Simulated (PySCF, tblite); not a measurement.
# C₂H₄ClGeN₃: geometry, infrared bands and NMR shifts

Wanted: the infrared bands and NMR shifts of C₂H₄ClGeN₃ (`Clc1cn[n]([GeH3])n1`), by calculation.

Computed with tblite 0.8.0 and PySCF 2.14.0, with density-fitted response routines of our own, on a single molecule in the gas phase. Atoms count from 0, in the outputs and in this text.

### 1 The molecule as given

11 atoms, charge 0, multiplicity 1; geometry from: force field or distance geometry start.

Bonds of the start (Å): Cl0–C1 1.73, C1–C2 1.39, C2–N3 1.33, N3–N4 1.31, N4–Ge5 1.86, N4–N6 1.33, N6–C1 1.35, C2–H7 1.08, Ge5–H8 1.55, Ge5–H9 1.55, Ge5–H10 1.55.

### 2 Geometry optimisation with GFN2-xTB

What the job is given:

```
{"job": {"kind": "relax", "xc": "GFN2-xTB", "basis": "xTB"}, "charge": 0, "multiplicity": 1}
Cl    -3.199800     0.866000    -1.343600
C     -1.781900     0.314400    -0.513500
C     -1.726100    -0.554400     0.573000
N     -0.442300    -0.715100     0.887500
N      0.250000     0.020100     0.055400
Ge     2.107800     0.093500     0.019500
N     -0.517700     0.657700    -0.826900
H     -2.565500    -1.015300     1.074100
H      2.573000     1.471700    -0.514200
H      2.654000    -1.027200    -0.895300
H      2.653900    -0.108600     1.457900
```

Started as:

```bash
OMP_NUM_THREADS=1 python probes_run.py task.json out
```

This one command runs all jobs of the session in turn.

**Question.** This job is followed by: GFN2-xTB harmonic vibrations, gas phase; GIAO PBE0/pcSseg-1 NMR shielding, non-relativistic, gas phase. What will the session give for the following? strongest single infrared mode (GFN2-xTB); zero-point energy (GFN2-xTB); ¹³C shifts against TMS (PBE0/pcSseg-1); ¹H shifts against TMS (PBE0/pcSseg-1, means over atoms taken as alike); ³⁵Cl shifts against HCl (PBE0/pcSseg-1); ¹⁵N shifts against NH3 (PBE0/pcSseg-1); ⁷³Ge shifts against GeMe4 (PBE0/pcSseg-1).

As calculated:

| quantity | value |
| --- | --- |
| strongest single infrared mode (GFN2-xTB) | 2109 cm⁻¹, 312 km/mol |
| zero-point energy (GFN2-xTB) | 37.6 kcal/mol |
| ¹³C shifts against TMS (PBE0/pcSseg-1) | 150.7, 140.1 ppm |
| ¹H shifts against TMS (PBE0/pcSseg-1, means over atoms taken as alike) | 7.67, 5.12 ppm |
| ³⁵Cl shifts against HCl (PBE0/pcSseg-1) | 145 ppm |
| ¹⁵N shifts against NH3 (PBE0/pcSseg-1) | 384.3, 372.5, 268.4 ppm |
| ⁷³Ge shifts against GeMe4 (PBE0/pcSseg-1) | -136 ppm |

**Reading.** The optimisation took 15 steps and gained 0.190 eV; among the close pairs (by a distance rule), Ge5–H10 changed most, from 1.552 to 1.486 Å. All 27 modes are real, so the xTB geometry is a minimum. The strongest single mode, at 2109 cm⁻¹, is spread over several atoms, H10, H9, H8 among them. Unscaled tight-binding wavenumbers are off by several per cent, some by more. Its intensities can rank the bands wrongly. H7 (hydrogen on an aromatic CH next to a ring nitrogen) lies farthest downfield among hydrogen, at 7.67 ppm; aromatic region. At PBE0/pcSseg-1: The widest tensor belongs to N3: span 519 ppm, with a paramagnetic part of -440 ppm. NICS(1)zz of -32 ppm above the planar ring from C1 marks a diatropic (aromatic) ring current. Spin-orbit coupling is left out, which matters for shieldings and couplings at and beside the heavy atoms.
